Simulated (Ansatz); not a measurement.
Predict the output of the script below (Ansatz's Python interface).

`basis_brcdcl.py`
```python
'''How the energy of BrCdCl converges with the basis.'''

import ansatz as az

geometry_ang = [
    ('Cl', (0.894, 2.0221, 0.7003)),
    ('Cd', (-0.792, 0.2276, -0.4058)),
    ('Br', (-0.113, -2.3145, -0.3077)),
]
geometry = az.Crystal.molecule()
for symbol, xyz in geometry_ang:
    geometry = geometry.atom(symbol, xyz)

calculation = geometry.calculation().functional('B3LYP')

energies = {}
for basis in ['def2-SVP', 'def2-SVPD', 'def2-TZVP', 'def2-TZVPP']:
    rep = calculation.basis(gaussian=basis).run(threads=1, backend='cpu').report
    size = rep['n_frozen'] + rep['n_occupied'][0] + rep['n_virtual'][0]
    energies[basis] = (rep['reference_energy_ev'] / 27.211386246, rep['free_energy_ev'] / 27.211386246)
    print(f'{basis:14s} {size:4d} orbitals  reference {energies[basis][0]:14.6f} Ha  total {energies[basis][1]:14.6f} Ha')

last = energies['def2-TZVPP'][1]
for basis, (_, total) in energies.items():
    print(f'{basis:14s} lies {27.211386 * (total - last):9.4f} eV above def2-TZVPP')
```

`python basis_brcdcl.py` gives:
```text
def2-SVP         81 orbitals  reference   -3201.773246 Ha  total   -3201.773246 Ha
def2-SVPD       102 orbitals  reference   -3201.790643 Ha  total   -3201.790643 Ha
def2-TZVP       125 orbitals  reference   -3202.288932 Ha  total   -3202.288932 Ha
def2-TZVPP      146 orbitals  reference   -3202.289704 Ha  total   -3202.289704 Ha
def2-SVP       lies   14.0535 eV above def2-TZVPP
def2-SVPD      lies   13.5802 eV above def2-TZVPP
def2-TZVP      lies    0.0210 eV above def2-TZVPP
def2-TZVPP     lies    0.0000 eV above def2-TZVPP
```

Against def2-SVP: def2-SVPD -17.4 mHa, def2-TZVP -515.7 mHa and def2-TZVPP -516.5 mHa. The last step alone is -0.77 mHa (these two sets differ little on atoms other than hydrogen). From the first set to the last the time grows from 2.4 to 3.9 s.

Caveats:
- The drop along the ladder measures the basis error, and is no property of the molecule.
- The geometry is a force-field or estimated start, not a minimum of this method, and the last set is no limit. Much of the fall in a total is atomic energy, which cancels in bond and reaction energies.
- def2 sets replace the cores of elements past krypton by effective core potentials.
- b3lyp holds the VWN-RPA fit, as in Gaussian; the form of ORCA and Turbomole is b3lyp5.
- Finished in 12 s on 1 thread of Intel(R) Xeon(R) Processor @ 2.30GHz, on a shared host, peak memory 0.42 GiB.
